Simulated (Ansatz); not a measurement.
# CF6Si: the cost of one run

Computed with Ansatz 0.2.0, Gaussian basis. Level: the settings change from run to run.

## Step 1: The geometry

The geometry comes from an earlier relaxation with PBE0-D4 in a triple-zeta def2 set; it is a stationary point, not always the lowest conformer.

8 atoms, charge 0, spin multiplicity 1.

Atoms are counted from 1 here; the program's logs count them from 0.

Bond lengths: F1–C2 1.340 Å, C2–F3 1.340 Å, C2–F4 1.340 Å, C2–Si5 1.912 Å, Si5–F6 1.565 Å, Si5–F7 1.565 Å, Si5–F8 1.565 Å. Angles: F1–C2–F3 107.6°, F1–C2–F4 107.6°, F1–C2–Si5 111.3°, F3–C2–F4 107.6°, F3–C2–Si5 111.3°, F4–C2–Si5 111.3°, C2–Si5–F6 109.2°, C2–Si5–F7 109.2°, C2–Si5–F8 109.2°, F6–Si5–F7 109.7°, F6–Si5–F8 109.7°, F7–Si5–F8 109.7°.

## Step 2: PBEsol/cc-pVDZ

This run has charge +1, multiplicity 2, atoms shaken by 0.15 Å, high accuracy.

The input, in.yaml:

```yaml
crystal:
  periodic: [false, false, false]
  atoms:
    - {symbol: F, position_ang: [-2.197085, -0.211571, 0.065240]}
    - {symbol: C, position_ang: [-0.604884, -0.151857, 0.436594]}
    - {symbol: F, position_ang: [-0.681462, -1.275676, 1.095878]}
    - {symbol: F, position_ang: [-0.320396, 0.861565, 1.809504]}
    - {symbol: Si, position_ang: [1.120468, 0.377092, -0.482140]}
    - {symbol: F, position_ang: [0.601774, 1.683164, -1.332688]}
    - {symbol: F, position_ang: [2.123471, 0.014294, -0.032537]}
    - {symbol: F, position_ang: [0.701896, -0.891718, -1.876814]}
basis:
  gaussian: {orbitals: cc-pVDZ}
total_charge: 1
magnetization: {spin_polarized: true, initial_magnetization: 1}
hamiltonian: {xc: {name: PBEsol}}
accuracy: high
output: {forces: true}
```

The run is started by

```
$ ansatz run in.yaml --threads 4 --pin off --events-out ev --progress --plain --max-ram 11315MiB
```

**Question.** How long does this run take on 4 threads of AMD EPYC 9R45, shared host, and how much memory does it need?

About 5.5 s, with a peak of 0.47 GiB.
